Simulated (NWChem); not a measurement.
# C2H6F2Sn (dimethyltin fluoride) at 4 levels

We compute a comparison of 4 runs (HF/STO-3G, HF/3-21G, HF/def2-TZVP, PBE/def2-SVP) of C2H6F2Sn (dimethyltin fluoride). 

The results are computed with NWChem 7.3.0.

## (1) The molecule

The species is C2H6F2Sn (11 atoms), meant as a singlet with charge 0. SMILES: `[CH3][Sn]([CH3])([F])[F]`. Geometry: relaxed at PBE0-D4/def2-TZVP.

Bond lengths: C1–Sn2 2.114 Å, Sn2–C3 2.114 Å, Sn2–F4 1.922 Å, Sn2–F5 1.922 Å, C1–H6 1.089 Å, C1–H7 1.090 Å, C1–H8 1.089 Å, C3–H9 1.089 Å, C3–H10 1.089 Å, C3–H11 1.089 Å. Some angles: C1–Sn2–C3 127.1°, C1–Sn2–F4 106.1°, C1–Sn2–F5 106.1°, C3–Sn2–F4 106.1°, C3–Sn2–F5 106.1°, F4–Sn2–F5 102.8°, Sn2–C1–H6 110.0°, Sn2–C1–H7 110.0°, Sn2–C1–H8 107.8°, Sn2–C3–H9 107.8°.

## (2) Energy and gradient at HF/STO-3G (run 1)

geom.nw reads:

```
start geom
title "C2H6F2Sn gradient"
memory 2200 mb

geometry units angstroms noautosym nocenter noautoz
  C    -1.823700    0.530800    0.321900
  Sn    0.070000    0.127400   -0.527100
  C     1.744100   -0.730700    0.437900
  F    -0.261000   -0.952000   -2.082600
  F     0.680900    1.785800   -1.282500
  H    -2.277100   -0.393800    0.677600
  H    -1.719200    1.232400    1.148900
  H    -2.449500    0.970400   -0.454000
  H     2.552000   -0.793300   -0.290200
  H     1.496000   -1.729200    0.796100
  H     2.053100   -0.104800    1.274400
end

basis spherical bse
  * library STO-3G
end

scf
  nopen 0
  rhf
  thresh 1e-08
  maxiter 80
  noprint "final vectors analysis"
end

task scf gradient
```

Run with:

```bash
$ nwchem geom.nw > geom.out
```

What it wrote:

```text
[...]
  functions       =    53
[...]
  wavefunction    = RHF
[...]
         Total SCF energy =  -6237.723998449788
      One-electron energy =  -9732.929741249283
      Two-electron energy =   2942.660981418247
 Nuclear repulsion energy =    552.544761381248
        Time for solution =     14.4s
[...]
                         RHF ENERGY GRADIENTS
    atom               coordinates                        gradient
                 x          y          z           x          y          z
   1 C      -3.446293   1.003067   0.608303   -0.018632   0.006559  -0.000682
   2 Sn      0.132281   0.240751  -0.996075   -0.004062  -0.008308   0.033281
   3 C       3.295871  -1.380823   0.827511    0.018705  -0.006657   0.000572
   4 F      -0.493218  -1.799019  -3.935543   -0.003121  -0.010276  -0.015656
   5 F       1.286714   3.374673  -2.423574    0.005974   0.016170  -0.007920
   6 H      -4.303095  -0.744174   1.280478    0.003000  -0.010853   0.000216
   7 H      -3.248817   2.328898   2.171106    0.008573   0.005426   0.004955
   8 H      -4.628884   1.833790  -0.857936   -0.000224   0.002866  -0.009605
   9 H       4.822581  -1.499120  -0.548398    0.002501   0.001942  -0.009466
  10 H       2.827030  -3.267714   1.504411   -0.009139  -0.006532  -0.000239
  11 H       3.879796  -0.198043   2.408267   -0.003575   0.009664   0.004545
[...]
```

Run time: 21 s. Hardware: 1 thread of Intel Xeon Platinum 8175M at 2.50GHz (Skylake/Cascade Lake), shared host; peak memory 0.1 GiB.

## (3) Energy and forces at HF/3-21G (run 2)

run.py reads:

```python
from ase import Atoms
from ase.calculators.nwchem import NWChem

atoms = Atoms('CSnCFFHHHHHH', positions=[
    [-1.823700, 0.530800, 0.321900],
    [0.070000, 0.127400, -0.527100],
    [1.744100, -0.730700, 0.437900],
    [-0.261000, -0.952000, -2.082600],
    [0.680900, 1.785800, -1.282500],
    [-2.277100, -0.393800, 0.677600],
    [-1.719200, 1.232400, 1.148900],
    [-2.449500, 0.970400, -0.454000],
    [2.552000, -0.793300, -0.290200],
    [1.496000, -1.729200, 0.796100],
    [2.053100, -0.104800, 1.274400],
])

calc = NWChem(
    label='calc',
    theory='scf',
    memory='2200 mb',
    basis='3-21G',
    basispar='spherical bse',
    scf={'nopen': '0', 'rhf': None, 'thresh': '1e-08', 'maxiter': '80'},
)
atoms.calc = calc

forces = atoms.get_forces()
e = atoms.get_potential_energy()
print(f"E = {e:.6f} eV")
print("forces (eV/A):")
for s, f in zip(atoms.symbols, forces):
    print(f"{s:2s} {f[0]:10.5f} {f[1]:10.5f} {f[2]:10.5f}")
print("dipole (e A):", atoms.get_dipole_moment().round(4))
```

Run with:

```bash
$ export ASE_NWCHEM_COMMAND="nwchem PREFIX.nwi > PREFIX.nwo"
$ python run.py
```

What it wrote:

```text
E = -170696.745912 eV
forces (eV/A):
C    -0.05965   -0.05132    0.25253
Sn    0.20420    0.41724   -1.67168
C    -0.00442   -0.07024    0.25253
F     0.19679    0.61897    0.67512
F    -0.30817   -0.84893    0.24569
H    -0.08870    0.30457   -0.01610
H    -0.24271   -0.14516   -0.14717
H    -0.00273   -0.07898    0.27526
H    -0.06217   -0.05914    0.27130
H     0.26066    0.17977   -0.00267
H     0.10696   -0.26683   -0.13488
dipole (e A): [-0.1063 -0.2197  0.8773]
```

The calculator wrote calc.nwi:

```
title "calc"

permanent_dir calc

scratch_dir calc

start calc

geometry units angstrom nocenter noautosym noautoz
  C  -1.8237000000000001e+00 5.3080000000000005e-01 3.2190000000000002e-01
  Sn 7.0000000000000007e-02 1.2740000000000001e-01 -5.2710000000000001e-01
  C  1.7441000000000000e+00 -7.3070000000000002e-01 4.3790000000000001e-01
  F  -2.6100000000000001e-01 -9.5199999999999996e-01 -2.0825999999999998e+00
  F  6.8089999999999995e-01 1.7858000000000001e+00 -1.2825000000000000e+00
  H  -2.2770999999999999e+00 -3.9379999999999998e-01 6.7759999999999998e-01
  H  -1.7192000000000001e+00 1.2323999999999999e+00 1.1489000000000000e+00
  H  -2.4495000000000000e+00 9.7040000000000004e-01 -4.5400000000000001e-01
  H  2.5520000000000000e+00 -7.9330000000000001e-01 -2.9020000000000001e-01
  H  1.4960000000000000e+00 -1.7292000000000001e+00 7.9610000000000003e-01
  H  2.0531000000000001e+00 -1.0480000000000000e-01 1.2744000000000000e+00
end

memory 2200 mb

basis spherical bse noprint
   * library 3-21G
end

scf
  nopen 0
  rhf
  thresh 1e-08
  maxiter 80
end

task scf gradient
```

calc.nwo:

```text
Northwest Computational Chemistry Package (NWChem) 7.3.0
             --------------------------------------------------------

           Job information
           ---------------

    nwchem branch   = 7.3.0
    use scalapack   = T
    input           = calc.nwi
    prefix          = calc.
    data base       = calc/calc.db
    status          = startup
    nproc           =        1

           Memory information
           ------------------

    heap     =     72089594 doubles =      550.0 Mbytes
    stack    =     72089599 doubles =      550.0 Mbytes
    global   =    144179200 doubles =     1100.0 Mbytes (distinct from heap & stack)
    total    =    288358393 doubles =     2200.0 Mbytes
    verify   = yes
    hardfail = no

[... 142 lines left out ...]
 Convergence threshold     :          1.000E-08
[... 13 lines left out ...]
       Final RHF  results
[... 3 lines left out ...]
      One-electron energy =  -9758.666009478886
[... 1 line left out ...]
 Nuclear repulsion energy =    552.544761381248
[... 61 lines left out ...]
                       ROHF Final Molecular Orbital Analysis
[... 296 lines left out ...]
                         RHF ENERGY GRADIENTS

    atom               coordinates                        gradient
                 x          y          z           x          y          z
   1 C      -3.446293   1.003067   0.608303    0.001160   0.000998  -0.004911
   2 Sn      0.132281   0.240751  -0.996075   -0.003971  -0.008114   0.032509
   3 C       3.295871  -1.380823   0.827511    0.000086   0.001366  -0.004911
[... 7 lines of this table left out ...]
  11 H       3.879796  -0.198043   2.408267   -0.002080   0.005189   0.002623

                 ----------------------------------------
                 |  Time  |  1-e(secs)   |  2-e(secs)   |
                 ----------------------------------------
                 |  CPU   |       0.01   |       5.16   |
                 ----------------------------------------
                 |  WALL  |       0.01   |       5.16   |
                 ----------------------------------------

 Task  times  cpu:       21.6s     wall:       21.6s
 Total times  cpu:       21.6s     wall:       21.6s
```

Wall time 23 s (1 thread of Intel Xeon Platinum 8175M at 2.50GHz (Skylake/Cascade Lake), shared host); peak memory 0.1 GiB.

Run 3 isn't shown in full; the table further down has it.

## (4) Energy and forces at PBE/def2-SVP (core potential) (run 4)

run.py reads:

```python
from ase import Atoms
from ase.calculators.nwchem import NWChem

mol = Atoms(['C', 'Sn', 'C', 'F', 'F', 'H', 'H', 'H', 'H', 'H', 'H'], positions=[
    [-1.823700, 0.530800, 0.321900],
    [0.070000, 0.127400, -0.527100],
    [1.744100, -0.730700, 0.437900],
    [-0.261000, -0.952000, -2.082600],
    [0.680900, 1.785800, -1.282500],
    [-2.277100, -0.393800, 0.677600],
    [-1.719200, 1.232400, 1.148900],
    [-2.449500, 0.970400, -0.454000],
    [2.552000, -0.793300, -0.290200],
    [1.496000, -1.729200, 0.796100],
    [2.053100, -0.104800, 1.274400],
])

calc = NWChem(
    label='mol',
    theory='dft',
    memory='2200 mb',
    basis='def2-SVP',
    basispar='spherical bse',
    dft={'xc': 'xpbe96 cpbe96', 'mult': '1', 'grid': 'fine', 'convergence': 'energy 1e-08', 'iterations': '100', 'mulliken': None},
    **{'ecp bse': {'Sn library': 'def2-SVP'}},
)
mol.calc = calc

forces = mol.get_forces()
print("Total energy (eV):", round(mol.get_potential_energy(), 6))
print("forces (eV/A):")
for s, f in zip(mol.symbols, forces):
    print(f"{s:2s} {f[0]:10.5f} {f[1]:10.5f} {f[2]:10.5f}")
print("dipole (e A):", mol.get_dipole_moment().round(4))
```

Run with:

```bash
$ export ASE_NWCHEM_COMMAND="nwchem PREFIX.nwi > PREFIX.nwo"
$ python run.py
```

What it wrote:

```text
Total energy (eV): -13424.361389
forces (eV/A):
C     0.05662   -0.02530    0.02664
Sn   -0.08983   -0.19000    0.75385
C    -0.06479    0.01789    0.02119
F    -0.17453   -0.57114   -0.84461
F     0.32761    0.88811   -0.41847
H    -0.24287   -0.48296    0.19134
H     0.04865    0.36597    0.43642
H    -0.31846    0.22883   -0.41323
H     0.41708   -0.02833   -0.39029
H    -0.12542   -0.52687    0.19371
H     0.16594    0.32380    0.44346
dipole (e A): [-0.0968 -0.2002  0.7994]
```

The calculator wrote mol.nwi:

```
title "mol"

permanent_dir mol

scratch_dir mol

start mol

geometry units angstrom nocenter noautosym noautoz
  C  -1.8237000000000001e+00 5.3080000000000005e-01 3.2190000000000002e-01
  Sn 7.0000000000000007e-02 1.2740000000000001e-01 -5.2710000000000001e-01
  C  1.7441000000000000e+00 -7.3070000000000002e-01 4.3790000000000001e-01
  F  -2.6100000000000001e-01 -9.5199999999999996e-01 -2.0825999999999998e+00
  F  6.8089999999999995e-01 1.7858000000000001e+00 -1.2825000000000000e+00
  H  -2.2770999999999999e+00 -3.9379999999999998e-01 6.7759999999999998e-01
  H  -1.7192000000000001e+00 1.2323999999999999e+00 1.1489000000000000e+00
  H  -2.4495000000000000e+00 9.7040000000000004e-01 -4.5400000000000001e-01
  H  2.5520000000000000e+00 -7.9330000000000001e-01 -2.9020000000000001e-01
  H  1.4960000000000000e+00 -1.7292000000000001e+00 7.9610000000000003e-01
  H  2.0531000000000001e+00 -1.0480000000000000e-01 1.2744000000000000e+00
end

memory 2200 mb

basis spherical bse noprint
   * library def2-SVP
end

dft
  xc xpbe96 cpbe96
  mult 1
  grid fine
  convergence energy 1e-08
  iterations 100
  mulliken
end
ecp bse
  Sn library def2-SVP
end

task dft gradient
```

mol.nwo:

```text
Northwest Computational Chemistry Package (NWChem) 7.3.0
             --------------------------------------------------------

           Job information
           ---------------

    nwchem branch   = 7.3.0
    use scalapack   = T
    input           = mol.nwi
    prefix          = mol.
    data base       = mol/mol.db
    status          = startup
    nproc           =        1

           Memory information
           ------------------

    heap     =     72089594 doubles =      550.0 Mbytes
    stack    =     72089599 doubles =      550.0 Mbytes
    global   =    144179200 doubles =     1100.0 Mbytes (distinct from heap & stack)
    total    =    288358393 doubles =     2200.0 Mbytes
    verify   = yes
    hardfail = no

[... 119 lines left out ...]
  convergence criterion.
[... 38 lines left out ...]
          Spatial weights used:  Erf1
[... 72 lines left out ...]
         Total DFT energy =     -493.336185704734
[... 3 lines left out ...]
 Nuclear repulsion energy =      296.493763678791
[... 863 lines left out ...]
          Convergence on gradient requested:  5.00D-04
[... 25 lines left out ...]
          total energy or number of iterations.
[... 26 lines left out ...]
                         DFT ENERGY GRADIENTS

    atom               coordinates                        gradient
                 x          y          z           x          y          z
   1 C      -3.446293   1.003067   0.608303   -0.001101   0.000492  -0.000518
   2 Sn      0.132281   0.240751  -0.996075    0.001747   0.003695  -0.014660
   3 C       3.295871  -1.380823   0.827511    0.001260  -0.000348  -0.000412
[... 7 lines of this table left out ...]
  11 H       3.879796  -0.198043   2.408267   -0.003227  -0.006297  -0.008624

                 ----------------------------------------
                 |  Time  |  1-e(secs)   |  2-e(secs)   |
                 ----------------------------------------
                 |  CPU   |       0.25   |       9.49   |
                 ----------------------------------------
                 |  WALL  |       0.25   |       9.49   |
                 ----------------------------------------

 Task  times  cpu:       56.9s     wall:       56.9s
 Total times  cpu:       56.9s     wall:       56.9s
```

Run time: 59 s. Hardware: 1 thread of Intel Xeon Platinum 8175M at 2.50GHz (Skylake/Cascade Lake), shared host; peak memory 0.13 GiB.

## (5) Overview of the runs

```csv
run,level,core potential,iteration cap,energy (Eh),dipole moment (D),largest force (eV/Å),wall time
1,HF/STO-3G,–,80,-6237.723998,2.35,1.776,21 s
2,HF/3-21G,–,80,-6272.989761,4.37,1.735,23 s
3,HF/def2-TZVP (core potential),def2-TZVP,80,-491.655381,4.62,0.872,6.5 min
4,PBE/def2-SVP (core potential),def2-SVP,100,-493.336186,3.99,1.035,59 s
```

## (6) Summary of results

```
                       quantity          value
            run 4: total energy  -493.33619 Eh
           run 4: dipole moment         3.99 D
             run 4: HOMO energy       -7.16 eV
             run 4: LUMO energy       -1.10 eV
           run 4: HOMO–LUMO gap        6.06 eV
run 4: largest force on an atom     1.035 eV/Å
```

In words: The dipole moment (its size) runs from 2.35 D (HF/STO-3G) to 4.62 D (HF/def2-TZVP). The two ends differ in basis and core potential. Over runs 2, 3, 4 the HOMO–LUMO gap runs from 6.06 eV (PBE/def2-SVP) to 15.30 eV (HF/3-21G). The two ends differ in method and basis and core potential. Some runs of one species differ in core potentials or relativity; totals across that change don't compare. In run 1 the basis is minimal, so the values are rough. In runs 1, 2 relativity is left out where basis or elements ask for it. All runs together took 8.2 min, the longest 6.5 min.
